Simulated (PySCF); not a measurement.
# RuH2 (quintet): changing the method

Starting from one script, swap the method and compare what comes out for RuH2 (quintet).

The runs use PySCF 2.14.0; each script names its method and basis.

1 further run of the same task is left out (for a known fault of the program).

## Step 1: The starting structure

RuH2 (quintet): 3 atoms, charge 0, spin multiplicity 5.

Bond lengths: Ru1–H2 1.653 Å, Ru1–H3 1.653 Å. Angles: H2–Ru1–H3 140.7°.

## Step 2: The base run

Input file input.py:

```python
from pyscf import gto, dft

mol = gto.M(
    atom='Ru 0 0 -0.0108; H 1.5564 0 0.5455; H -1.5564 0 0.5455',
    basis='lanl2dz',
    ecp={'Ru': 'lanl2dz'},
    charge=0,
    spin=4,
    symmetry=True,
    verbose=3,
)
mf = dft.UKS(mol, xc='m062x')
mf.level_shift = 0.3
mf.kernel()
mf.dip_moment()
print('orbital energies (hartree):', [e[max(0, n-3):n+3].round(4) for e, n in zip(mf.mo_energy, mol.nelec)])
```

Command:

```sh
OMP_NUM_THREADS=1 python input.py
```

## Step 3: RKS

Edit 1 changes SCF type: UKS → RKS.

Input file input.py:

```python
from pyscf import gto, dft

mol = gto.M(
    atom='Ru 0 0 -0.0108; H 1.5564 0 0.5455; H -1.5564 0 0.5455',
    basis='lanl2dz',
    ecp={'Ru': 'lanl2dz'},
    charge=0,
    spin=4,
    symmetry=True,
    verbose=3,
)
mf = dft.RKS(mol, xc='m062x')
mf.level_shift = 0.3
mf.kernel()
mf.dip_moment()
print('orbital energies (hartree):', mf.mo_energy[..., max(0, mol.nelec[1]-3):mol.nelec[0]+3].round(4))
```

## Step 4: MP2 (UHF)

Edit 2 changes step after the SCF: none → mp2; SCF type: UKS → UHF; functional: m062x → none (Hartree–Fock).

Edit input.py of step 2 so:

```diff
@@ -1,2 +1,2 @@
-from pyscf import gto, dft
+from pyscf import gto, scf, mp
 
@@ -11,5 +11,6 @@
 )
-mf = dft.UKS(mol, xc='m062x')
+mf = scf.UHF(mol)
 mf.level_shift = 0.3
 mf.kernel()
+mp.MP2(mf).kernel()
 mf.dip_moment()
```

## Step 5: Frequency run (UHF)

Edit 3 changes step after the SCF: none → frequency; SCF type: UKS → UHF; functional: m062x → none (Hartree–Fock).

Edit input.py of step 2 so:

```diff
@@ -1,2 +1,3 @@
-from pyscf import gto, dft
+from pyscf import gto, scf
+from pyscf.hessian import thermo
 
@@ -11,5 +12,7 @@
 )
-mf = dft.UKS(mol, xc='m062x')
+mf = scf.UHF(mol)
 mf.level_shift = 0.3
 mf.kernel()
+hess = mf.Hessian().kernel()
+print('wavenumber (cm^-1) =', thermo.harmonic_analysis(mol, hess)['freq_wavenumber'].round(1))
 mf.dip_moment()
```

Before running it: what results should come out? Wanted: for each run, E(SCF); from base; SCF dipole; after the SCF.

**Answer**, as computed:

```tsv
run	E(SCF) (hartree)	from base (eV)	SCF dipole (D)	after the SCF
base	-94.813489	0	1.54	n/a
RKS	-94.812004	+0.0404	1.57	n/a
MP2 (UHF)	-94.191588	not comparable	2.31	MP2 correlation -2.430 eV
frequency run (UHF)	-94.191588	not comparable	2.31	highest mode 1921 cm⁻¹
```

Total energies from different bases, Hamiltonians or methods carry different errors, so properties are taken as differences within one set-up.
